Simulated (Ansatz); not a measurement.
# BClH3PSSe: one species, many methods

How much do the methods differ for BClH3PSSe? The plan is to run it at one geometry with functionals of several rungs and with coupled cluster. The yardstick is the atomisation energy at the CCSD(T) limit.

Computed with Ansatz 0.2.0, Gaussian basis. Level: functionals in def2-TZVPP, the program's frozen cores in correlated methods.

Levels to be run: LDA (SPW92), PBE-D4, revPBE-D4, BLYP-D4, r2SCAN-D4, B97M-V, PBE0-D4, B3LYP-D4, r2SCANh-D4, r2SCAN0-D4, HSE06-D4, BHLYP-D4, CAM-B3LYP-D4, LC-ωPBE, ωB97X-V, ωB97M-V, B2PLYP, PBE-QIDH; CCSD(T)/def2-SVP; CCSD(T)/def2-TZVPP; MP2/def2-QZVPP; extrapolation to the limit; RPA on PBE.

### 1 The relaxed structure

All runs share one geometry, relaxed beforehand with PBE0-D4 in a triple-zeta def2 set.

SMILES `SP([SeH])BCl`, 8 atoms, charge 0, spin multiplicity 1.

Atoms are counted from 1 here; the program's logs count them from 0.

Bond lengths: S1–P2 2.102 Å, S1–H6 1.344 Å, P2–Se3 2.245 Å, P2–B4 1.889 Å, Se3–H7 1.470 Å, B4–Cl5 1.735 Å, B4–H8 1.191 Å. Angles: P2–S1–H6 95.1°, S1–P2–Se3 109.7°, S1–P2–B4 99.6°, Se3–P2–B4 103.6°, P2–Se3–H7 93.0°, P2–B4–Cl5 122.6°, P2–B4–H8 118.2°, Cl5–B4–H8 118.8°.

### 2 LDA

This LDA is Slater exchange with PW92 correlation.

Contents of in.yaml:

```yaml
crystal:
  periodic: [false, false, false]
  atoms:
    - {symbol: S, position_ang: [-1.068513, 1.671305, 0.523741]}
    - {symbol: P, position_ang: [-0.094749, -0.191382, 0.503608]}
    - {symbol: Se, position_ang: [2.119862, 0.113962, 0.292961]}
    - {symbol: B, position_ang: [-0.621804, -0.802325, -1.204190]}
    - {symbol: Cl, position_ang: [0.394180, -1.801871, -2.192736]}
    - {symbol: H, position_ang: [-1.263226, 1.689971, 1.853038]}
    - {symbol: H, position_ang: [2.369104, -0.135178, 1.719778]}
    - {symbol: H, position_ang: [-1.742854, -0.601580, -1.551899]}
basis:
  gaussian: {orbitals: def2-TZVPP}
hamiltonian: {xc: lda}
output: {orbitals: {seedname: orbitals}}
```

The runs that follow: PBE-D4 (GGA); revPBE-D4 (GGA); BLYP-D4 (GGA); r2SCAN-D4 (meta-GGA); B97M-V (meta-GGA); PBE0-D4 (hybrid); B3LYP-D4 (hybrid); r2SCANh-D4 (hybrid); r2SCAN0-D4 (hybrid); HSE06-D4 (hybrid); BHLYP-D4 (hybrid); CAM-B3LYP-D4 (range-separated); LC-ωPBE (range-separated); ωB97X-V (range-separated); ωB97M-V (range-separated); B2PLYP (double hybrid); PBE-QIDH (double hybrid); CCSD(T) in def2-SVP; CCSD(T) in def2-TZVPP; MP2 in def2-QZVPP; RPA on PBE orbitals.

**Question.** What will the summary of the whole plan be? Wanted: atomisation energy, CCSD(T)/CBS; farthest beyond LDA; mean size of error, GGA; mean size of error, meta-GGA; mean size of error, hybrid; mean size of error, range-separated; mean size of error, double hybrid; gap, smallest and largest; T1 diagnostic.

**Answer**, as computed:

```
                               quantity                                                              value
        atomisation energy, CCSD(T)/CBS                                                      2341.0 kJ/mol
 functionals within 23.4 kJ/mol (1.0 %)  BLYP-D4, B3LYP-D4, r2SCANh-D4, r2SCAN0-D4, CAM-B3LYP-D4, PBE-QIDH
                    farthest beyond LDA                                              PBE-D4 (+93.1 kJ/mol)
                mean size of error, GGA                                                        46.9 kJ/mol
           mean size of error, meta-GGA                                                        52.6 kJ/mol
             mean size of error, hybrid                                                        30.7 kJ/mol
    mean size of error, range-separated                                                        30.6 kJ/mol
      mean size of error, double hybrid                                                        24.3 kJ/mol
              gap, smallest and largest                           2.71 eV (LDA (SPW92)), 9.34 eV (LC-ωPBE)
                          T1 diagnostic                                                             0.0135
triples share of the correlation energy                                                              4.5 %
```

In words: The LDA atomisation energy is off by 436.8 kJ/mol (19 %): it overbinds. PBE-D4 misses by +93.1 kJ/mol. Double hybrids carry the basis error of their MP2 part in triple zeta, and no dispersion term here, so their miss is partly the set-up's. Taken by rung, double hybrid functionals do best (24.3 kJ/mol on average) and meta-GGA ones worst beyond LDA (52.6 kJ/mol). The gap between the best rungs is small, so their order is not settled. The reference freezes the cores and leaves out relativity and excitations past (T), and its outer-core shells are covered unevenly, so misses under about 23.4 kJ/mol can't be ranked. All levels share the lack of spin-orbit coupling, which lowers the free heavy atoms and so the true binding. Hartree-Fock recovers 67 % of the binding; the rest is correlation. CCSD(T) in def2-SVP is off by -231.2 kJ/mol, which most functionals beat. The gap grows from 2.7 to 9.3 eV across the functionals, mostly with the share of exact exchange. Correlated methods include outer-core shells of Se, which these sets cover unevenly.
